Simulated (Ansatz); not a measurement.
# CH₅NOSi₂: one species, many methods

An exercise on one series of results from a longer session: the logs are not shown, and one member is left open.

Method: functionals in def2-TZVPP, the program's frozen cores in correlated methods; program: Ansatz 0.2.0, Gaussian basis.

The runs, in order: LDA (SPW92), PBE-D4, revPBE-D4, BLYP-D4, r2SCAN-D4, B97M-V, PBE0-D4, B3LYP-D4, r2SCANh-D4, r2SCAN0-D4, HSE06-D4, BHLYP-D4, CAM-B3LYP-D4, LC-ωPBE, ωB97X-V, ωB97M-V, B2PLYP, PBE-QIDH; CCSD(T)/def2-SVP; CCSD(T)/def2-TZVPP; MP2/def2-QZVPP; extrapolation to the limit; RPA on PBE.

### The relaxed structure

All runs share one geometry, relaxed beforehand with PBE0-D4 in a triple-zeta def2 set.

10 atoms, charge 0, spin multiplicity 1.

Atoms are counted from 1 here; the program's logs count them from 0.

Bond lengths: C1–N2 1.275 Å, C1–Si5 1.912 Å, C1–H6 1.098 Å, N2–Si3 1.760 Å, Si3–O4 1.659 Å, Si3–H7 1.481 Å, Si3–H8 1.481 Å, O4–Si5 1.652 Å, Si5–H9 1.485 Å, Si5–H10 1.485 Å. Angles: N2–C1–Si5 114.8°, N2–C1–H6 118.8°, Si5–C1–H6 126.4°, C1–N2–Si3 112.8°, N2–Si3–O4 102.9°, N2–Si3–H7 110.3°, N2–Si3–H8 110.3°, O4–Si3–H7 111.1°, O4–Si3–H8 111.1°, H7–Si3–H8 110.8°, Si3–O4–Si5 113.0°, C1–Si5–O4 96.4°, C1–Si5–H9 113.6°, C1–Si5–H10 113.6°, O4–Si5–H9 111.6°, O4–Si5–H10 111.6°, H9–Si5–H10 109.5°.

Geometry (Å):

```
C    -0.12919    0.49019    1.25841
N    -0.16127   -0.78451    1.26683
Si    0.01264   -1.48247   -0.34001
O     0.16037   -0.14635   -1.31150
Si    0.09556    1.27412   -0.47136
H    -0.22908    1.02888    2.20978
H     1.22783   -2.32598   -0.40543
H    -1.19224   -2.26747   -0.69288
H    -1.05424    2.11090   -0.89842
H     1.35272    2.05148   -0.61231
```

The first run:

in.yaml

```yaml
crystal:
  periodic: [false, false, false]
  atoms:
    - {symbol: C, position_ang: [-0.129192, 0.490189, 1.258409]}
    - {symbol: N, position_ang: [-0.161273, -0.784512, 1.266826]}
    - {symbol: Si, position_ang: [0.012638, -1.482470, -0.340010]}
    - {symbol: O, position_ang: [0.160368, -0.146346, -1.311505]}
    - {symbol: Si, position_ang: [0.095556, 1.274125, -0.471363]}
    - {symbol: H, position_ang: [-0.229075, 1.028878, 2.209780]}
    - {symbol: H, position_ang: [1.227832, -2.325983, -0.405426]}
    - {symbol: H, position_ang: [-1.192243, -2.267467, -0.692879]}
    - {symbol: H, position_ang: [-1.054237, 2.110904, -0.898424]}
    - {symbol: H, position_ang: [1.352724, 2.051482, -0.612309]}
basis:
  gaussian: {orbitals: def2-TZVPP}
hamiltonian: {xc: lda}
output: {orbitals: {seedname: orbitals}}
```

Among the steps run: LDA; PBE-D4 (GGA); revPBE-D4 (GGA); BLYP-D4 (GGA); r2SCAN-D4 (meta-GGA); B97M-V (meta-GGA); PBE0-D4 (hybrid); B3LYP-D4 (hybrid); r2SCANh-D4 (hybrid); r2SCAN0-D4 (hybrid); HSE06-D4 (hybrid); BHLYP-D4 (hybrid); CAM-B3LYP-D4 (range-separated); LC-ωPBE (range-separated); ωB97X-V (range-separated); ωB97M-V (range-separated); B2PLYP (double hybrid); PBE-QIDH (double hybrid).

One table of the session follows, with a row left open; its other results are not shown here.

It belongs to the step «Orbital energies across the functionals». 

| functional | HOMO (eV) | gap (eV) |
| --- | --- | --- |
| LDA (SPW92) | -5.89 | 3.15 |
| PBE-D4 | -5.76 | 3.25 |
| revPBE-D4 | -5.70 | 3.28 |
| BLYP-D4 | -5.64 | 3.30 |
| r2SCAN-D4 | -5.99 | 3.66 |
| B97M-V | -6.17 | 3.85 |
| PBE0-D4 | -7.08 | 5.66 |
| B3LYP-D4 | -6.87 | 5.22 |
| r2SCANh-D4 | -6.49 | 4.56 |
| r2SCAN0-D4 | -7.25 | 5.91 |
| HSE06-D4 | -6.68 | 4.87 |
| BHLYP-D4 | -8.36 | 8.15 |
| CAM-B3LYP-D4 | ? | ? |
| LC-ωPBE | -9.78 | 10.77 |
| ωB97X-V | -9.45 | 10.36 |
| ωB97M-V | -9.35 | 10.15 |

**Question.** Estimate the row for CAM-B3LYP-D4.

The run gave: HOMO (eV): -8.46; gap (eV): 8.27. In the column «HOMO (eV)» it lies between ωB97M-V (-9.35) and BHLYP-D4 (-8.36).
